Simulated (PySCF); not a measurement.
# Au3 (Au3): the cost of one run

Method: several levels, as the steps say, no spin–orbit coupling; program: PySCF 2.14.0.

3 further runs of the same task are left out: 2 for a known fault of the program, 1 set aside as unsound or not needed.

**1. Where the work starts**

3 atoms, charge 0, spin multiplicity 2.

Bond lengths: Au1–Au2 2.633 Å, Au1–Au3 2.632 Å. Angles: Au2–Au1–Au3 67.2°.

Geometry (Å):

```xyz
3

Au    1.4619    0.0041    0.0000
Au   -0.7355    1.4551    0.0000
Au   -0.7264   -1.4592    0.0000
```

An earlier session relaxed this geometry at TPSS, Au def2-SVP with ECP60 (doublet, point group C2v).

At TPSS on the finer grid: E = -407.124306 Eh, HOMO -4.67 eV, LUMO -4.38 eV (over both spins), ⟨S²⟩ = 0.753, Mulliken charge on Au1 +0.10 e, largest force component 0.025 eV/Å. 

Levels to run: r2SCAN; CAM-B3LYP; revPBE; PBE; TPSS, TZVP; TPSS, x2c-SVP. Hardware: 2 threads of Arm Neoverse V2, shared host.

**2. r2SCAN**

The input, run.py (the lines that set the calculation):

```python
mol = gto.M(atom='''
Au     1.46188     0.00407     0.00000
Au    -0.73549     1.45514     0.00000
Au    -0.72640    -1.45921     0.00000''',
    basis={'Au': 'def2-SVP'},
    ecp={'Au': 'def2-SVP'},
    charge=0, spin=1)
mf = dft.UKS(mol, xc='R2SCAN')
mf.grids.atom_grid = (75, 302)
mf = mf.density_fit()  # fitting sets: Au def2-universal-JKFIT
mf.conv_tol = 1e-08; mf.max_cycle = 55
mf.kernel(dm0)  # dm0: the density of the relaxed state
```

On the command line:

```sh
OMP_NUM_THREADS=2 python run.py
```

**Question.** How long does this run take on 2 threads of Arm Neoverse V2, shared host?

About 6.3 s.
